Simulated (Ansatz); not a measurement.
The system is BiTe.

```
Bi Te
1.0
     0.00000    3.23500    3.23500
     3.23500    0.00000    3.23500
     3.23500    3.23500    0.00000
Bi Te
1 1
Direct
  0.00000 0.00000 0.00000
  0.50000 0.50000 0.50000
```

```yaml
Program: Ansatz 0.2.0
Task: single point
Functional: PBEsol
Potentials_or_basis: Ansatz PAW
Cutoff: "420 eV (not typed: the program's choice for these potentials)"
k_mesh: 7 × 7 × 7
Occupations: fermi-dirac, width 0.05 eV
Spin: no spin polarisation
```

On this cell: pressure -1.5 GPa; largest force zero by symmetry; band gap on the k mesh none (metal or under the smearing width).

The same run follows on a disturbed copy (atoms moved at random, drawn with an rms of 0.05 Å):

```
Bi Te
1.0
     0.00000    3.23500    3.23500
     3.23500    0.00000    3.23500
     3.23500    3.23500    0.00000
Bi Te
1 1
Direct
  0.98294 0.99120 0.02381
  0.49611 0.49225 0.50219
```

Problem. What changes?

Solution. The energy (extrapolated to zero smearing) moves by +4.8 meV/atom; pressure -1.4 GPa; largest force 0.225 eV/Å; band gap on the k mesh none (metal or under the smearing width).

Forces on the atoms (eV/Å):
```
Bi  -0.176 -0.071  0.121
Te   0.176  0.071 -0.121
```

Stress tensor (GPa, compression positive):
```
-1.39 -0.05  0.09
-0.05 -1.45  0.04
 0.09  0.04 -1.43
```

Caveats: spin-orbit coupling is left out, which moves the levels of the heavy elements; the PAW data sets come from PBE, with cores solved anew for the run's functional, which leaves a small shift of forces and pressure.
